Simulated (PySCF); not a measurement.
# GeSiH6O (SMILES O[SiH2][GeH3]): levels of theory compared

Aim: a comparison of 5 runs (CAM-B3LYP/6-31G*, B3LYP/cc-pVDZ, PBE/def2-SVP, CAM-B3LYP/def2-TZVP, B3LYP/cc-pVTZ) of GeSiH6O. 

Program for the calculation: PySCF 2.14.0.

**1. The system as given**

GeSiH6O has 9 atoms, charge 0, and is taken as a singlet. SMILES: `O[SiH2][GeH3]`. The coordinates come from a PBE0-D4/def2-TZVP relaxation. This is one conformer, not always the lowest.

Bond lengths: O1–Si2 1.653 Å, Si2–Ge3 2.375 Å, O1–H4 0.958 Å, Si2–H5 1.492 Å, Si2–H6 1.492 Å, Ge3–H7 1.539 Å, Ge3–H8 1.537 Å, Ge3–H9 1.537 Å. Some angles: O1–Si2–Ge3 106.7°, O1–Si2–H5 111.2°, O1–Si2–H6 111.2°, Ge3–Si2–H5 110.4°, Ge3–Si2–H6 110.4°, Si2–O1–H4 117.7°, Si2–Ge3–H7 109.5°, Si2–Ge3–H8 111.1°, Si2–Ge3–H9 111.1°, H5–Si2–H6 106.9°.

**2. Energy and forces at CAM-B3LYP/6-31G(d) (spherical functions) (run 1)**

File input.py:

```python
from pyscf import gto, dft

molecule = gto.M(
    atom='''
O     -1.699200     0.432900    -0.836200
Si    -0.084600     0.700000    -0.606000
Ge     0.663700    -0.937100     0.942900
H     -2.164800     1.014000    -1.439600
H      0.670200     0.586900    -1.887600
H      0.166000     2.071300    -0.074900
H      2.168200    -0.746500     1.206100
H      0.447600    -2.356900     0.395000
H     -0.078600    -0.810800     2.283000
''',
    max_memory=1860,
    basis='6-31g*',
    verbose=4,
    charge=0,
)

calc0 = dft.RKS(molecule)
calc0.xc = 'cam-b3lyp'
calc0.conv_tol = 1e-10
calc0.grids.level = 5
calc0.kernel()
if not calc0.converged:
    calc0 = calc0.newton().run(calc0.mo_coeff, calc0.mo_occ)

etot = calc0.e_tot
print(f'total energy: {etot:.8f} hartree')
grad = calc0.nuc_grad_method().kernel()
calc0.analyze()
```

Run with:

```bash
$ OMP_NUM_THREADS=1 python input.py
```

Standard output:

```text
PySCF version 2.14.0

[... 93 lines left out ...]
Nuclear Repulsion Energy =             258.156257154968330
[... 9 lines left out ...]
MO #4   energy= -44.3850666140055  occ= 2
[... 7 lines left out ...]
MO #12  energy= -4.47076855129218  occ= 2
[... 7 lines left out ...]
MO #20  energy= -1.27305101058598  occ= 2
[... 7 lines left out ...]
MO #28  energy= -0.396553904914123 occ= 2
[... 7 lines left out ...]
MO #36  energy= 0.144221763648019  occ= 0
[... 7 lines left out ...]
MO #44  energy= 0.30392033059461   occ= 0
[... 7 lines left out ...]
MO #52  energy= 0.717022718977936  occ= 0
[... 7 lines left out ...]
MO #60  energy= 1.16587605778239   occ= 0
[... 7 lines left out ...]
MO #68  energy= 1.92817676894517   occ= 0
[... 7 lines left out ...]
MO #76  energy= 3.54954717671762   occ= 0
[... 49 lines left out ...]
pop of  2 Ge 5py          0.00934
pop of  2 Ge 5pz          0.00949
pop of  2 Ge 3dxy         1.99920
pop of  2 Ge 3dyz         1.99903
pop of  2 Ge 3dz^2        1.99892
pop of  2 Ge 3dxz         1.99897
pop of  2 Ge 3dx2-y2      1.99871
pop of  2 Ge 4dxy         0.00167
pop of  2 Ge 4dyz         0.00458
pop of  2 Ge 4dz^2        0.00324
pop of  2 Ge 4dxz         0.00347
pop of  2 Ge 4dx2-y2      0.00580
pop of  2 Ge 5dxy         0.00095
pop of  2 Ge 5dyz         0.00246
pop of  2 Ge 5dz^2        0.00104
pop of  2 Ge 5dxz         0.00136
pop of  2 Ge 5dx2-y2      0.00198
pop of  3 H 1s            0.65457
pop of  3 H 2s            0.01301
pop of  4 H 1s            1.11636
pop of  4 H 2s            0.00289
pop of  5 H 1s            1.11637
pop of  5 H 2s            0.00289
pop of  6 H 1s            1.03854
pop of  6 H 2s            0.00245
pop of  7 H 1s            1.03225
pop of  7 H 2s            0.00257
pop of  8 H 1s            1.03225
pop of  8 H 2s            0.00257
 ** Mulliken atomic charges  **
charge of    0O =     -0.71968
charge of    1Si =      0.67626
charge of    2Ge =      0.06014
charge of    3H =      0.33242
charge of    4H =     -0.11926
charge of    5H =     -0.11926
charge of    6H =     -0.04098
charge of    7H =     -0.03482
charge of    8H =     -0.03482
Dipole moment(X, Y, Z, Debye): -0.24826,  1.19131, -1.04177
```

It took 3.3 min on 1 thread of Intel Xeon at 2.50GHz (Skylake/Cascade Lake), shared host; peak memory 0.74 GiB.

**3. Energy and forces at B3LYP/cc-pVDZ (run 2)**

File mol.xyz:

```xyz
9

O     -1.699200     0.432900    -0.836200
Si    -0.084600     0.700000    -0.606000
Ge     0.663700    -0.937100     0.942900
H     -2.164800     1.014000    -1.439600
H      0.670200     0.586900    -1.887600
H      0.166000     2.071300    -0.074900
H      2.168200    -0.746500     1.206100
H      0.447600    -2.356900     0.395000
H     -0.078600    -0.810800     2.283000
```

File calc.py:

```python
# O[SiH2][GeH3]
from pyscf import gto, dft

molecule = gto.M(
    atom='mol.xyz',
    verbose=3,
    spin=0,
    max_memory=1860,
    basis='cc-pvdz',
)

mf = dft.RKS(molecule, xc='b3lyp')
mf.grids.level = 5
mf.conv_tol = 1e-10
mf.kernel()
if not mf.converged:
    mf = mf.newton().run(mf.mo_coeff, mf.mo_occ)

etot = mf.e_tot
print('Final energy', etot)
grad = mf.nuc_grad_method().kernel()
mf.analyze()
```

Run with:

```bash
$ OMP_NUM_THREADS=1 python calc.py
```

Standard output:

```text
converged SCF energy = -2445.38534116107
[... 10 lines left out ...]
MO #1   energy= -398.771855914162  occ= 2
[... 7 lines left out ...]
MO #9   energy= -5.30816774381833  occ= 2
[... 7 lines left out ...]
MO #17  energy= -1.21796856284688  occ= 2
[... 7 lines left out ...]
MO #25  energy= -0.383363652565795 occ= 2
[... 7 lines left out ...]
MO #33  energy= 0.0336462578281177 occ= 0
[... 7 lines left out ...]
MO #41  energy= 0.27130288378027   occ= 0
[... 7 lines left out ...]
MO #49  energy= 0.467103425656133  occ= 0
[... 7 lines left out ...]
MO #57  energy= 0.662818251018804  occ= 0
[... 7 lines left out ...]
MO #65  energy= 1.15890760676583   occ= 0
[... 7 lines left out ...]
MO #73  energy= 1.50568258923007   occ= 0
[... 7 lines left out ...]
MO #81  energy= 1.90160633841442   occ= 0
[... 7 lines left out ...]
MO #89  energy= 3.6317463656377    occ= 0
[... 10 lines left out ...]
Dipole moment(X, Y, Z, Debye): -0.38804,  1.05541, -0.96966
```

Wall time 2.1 min (1 thread of Intel Xeon at 2.50GHz (Skylake/Cascade Lake), shared host); peak memory 0.87 GiB.

Runs 3 to 4 aren't shown in full; the table further down has their settings and results.

**4. Energy and gradient at B3LYP/cc-pVTZ (run 5)**

File input.py:

```python
# O[SiH2][GeH3]
from pyscf import gto, dft

mol = gto.Mole()
mol.atom = '''
O     -3.211023     0.818062    -1.580189
Si    -0.159871     1.322808    -1.145174
Ge     1.254211    -1.770862     1.781823
H     -4.090879     1.916182    -2.720450
H      1.266494     1.109080    -3.567047
H      0.313695     3.914190    -0.141540
H      4.097304    -1.410681     2.279199
H      0.845841    -4.453896     0.746442
H     -0.148532    -1.532190     4.314245
'''
mol.verbose = 4
mol.charge = 0
mol.spin = 0
mol.unit = 'bohr'
mol.basis = 'cc-pvtz'
mol.max_memory = 1860
mol.build()

mf = dft.RKS(mol, xc='b3lyp')
mf.conv_tol = 1e-10
mf.grids.level = 5
mf.kernel()
if not mf.converged:
    mf = mf.newton().run(mf.mo_coeff, mf.mo_occ)

energy = mf.e_tot
print('Final energy', energy)
grad = mf.nuc_grad_method().kernel()
mf.analyze()
```

Run with:

```bash
$ OMP_NUM_THREADS=1 python input.py
```

Standard output:

```text
PySCF version 2.14.0

[... 103 lines left out ...]
MO #4   energy= -44.3023186903415  occ= 2
[... 16 lines left out ...]
MO #21  energy= -1.01288916440983  occ= 2
[... 16 lines left out ...]
MO #38  energy= 0.0874798359463741 occ= 0
[... 16 lines left out ...]
MO #55  energy= 0.388824064539358  occ= 0
[... 16 lines left out ...]
MO #72  energy= 0.832481972871783  occ= 0
[... 16 lines left out ...]
MO #89  energy= 1.21398601245534   occ= 0
[... 16 lines left out ...]
MO #106 energy= 1.58209432296901   occ= 0
[... 16 lines left out ...]
MO #123 energy= 2.79451266928701   occ= 0
[... 16 lines left out ...]
MO #140 energy= 3.50157363649547   occ= 0
[... 16 lines left out ...]
MO #157 energy= 3.91158468497362   occ= 0
[... 16 lines left out ...]
MO #174 energy= 4.66567782616337   occ= 0
[... 16 lines left out ...]
MO #191 energy= 11.1391117791144   occ= 0
[... 164 lines left out ...]
pop of  6 H 3dx2-y2       0.00019
pop of  7 H 1s            1.04082
pop of  7 H 2s            0.00234
pop of  7 H 3s            0.00037
pop of  7 H 2px           0.00010
pop of  7 H 2py           0.00225
pop of  7 H 2pz           0.00034
pop of  7 H 3px           0.00006
pop of  7 H 3py           0.00008
pop of  7 H 3pz           0.00007
pop of  7 H 3dxy          0.00002
pop of  7 H 3dyz          0.00009
pop of  7 H 3dz^2         0.00003
pop of  7 H 3dxz          0.00001
pop of  7 H 3dx2-y2       0.00016
pop of  8 H 1s            1.04082
pop of  8 H 2s            0.00234
pop of  8 H 3s            0.00037
pop of  8 H 2px           0.00063
pop of  8 H 2py           0.00006
pop of  8 H 2pz           0.00200
pop of  8 H 3px           0.00007
pop of  8 H 3py           0.00007
pop of  8 H 3pz           0.00008
pop of  8 H 3dxy          0.00001
pop of  8 H 3dyz          0.00001
pop of  8 H 3dz^2         0.00012
pop of  8 H 3dxz          0.00015
pop of  8 H 3dx2-y2       0.00001
 ** Mulliken atomic charges  **
charge of    0O =     -0.74717
charge of    1Si =      0.69096
charge of    2Ge =      0.10315
charge of    3H =      0.34690
charge of    4H =     -0.12437
charge of    5H =     -0.12437
charge of    6H =     -0.05162
charge of    7H =     -0.04674
charge of    8H =     -0.04674
Dipole moment(X, Y, Z, Debye): -0.36198,  1.02478, -0.93744
```

It took 6.9 min on 1 thread of Intel Xeon at 2.50GHz (Skylake/Cascade Lake), shared host; peak memory 2.9 GiB.

**5. All runs side by side**

| run | level | energy (Eh) | dipole moment (D) | HOMO energy (eV) | LUMO energy (eV) | wall time |
| --- | --- | --- | --- | --- | --- | --- |
| 1 | CAM-B3LYP/6-31G* (spherical functions) | -2445.134104 | 1.60 | -9.20 | 1.15 | 3.3 min |
| 2 | B3LYP/cc-pVDZ | -2445.385341 | 1.48 | -7.76 | -0.09 | 2.1 min |
| 3 | PBE/def2-SVP | -2444.376206 | 1.47 | -6.83 | -0.73 | 72 s |
| 4 | CAM-B3LYP/def2-TZVP | -2445.506158 | 1.55 | -9.36 | 0.66 | 8.5 min |
| 5 | B3LYP/cc-pVTZ | -2445.515719 | 1.44 | -7.87 | -0.42 | 6.9 min |

**6. Results**

```
                       quantity           value
            run 5: total energy  -2445.51572 Eh
           run 5: dipole moment          1.44 D
             run 5: HOMO energy        -7.87 eV
             run 5: LUMO energy        -0.42 eV
           run 5: HOMO–LUMO gap         7.44 eV
run 5: largest force on an atom      0.405 eV/Å
```

In words: The dipole moment (its size) runs from 1.44 D (B3LYP/cc-pVTZ) to 1.60 D (CAM-B3LYP/6-31G*). The two ends differ in method and basis. The HOMO–LUMO gap runs from 6.10 eV (PBE/def2-SVP) to 10.35 eV (CAM-B3LYP/6-31G*). Totals of different functionals can't be ranked against each other. All runs together took 22 min, the longest 8.5 min.
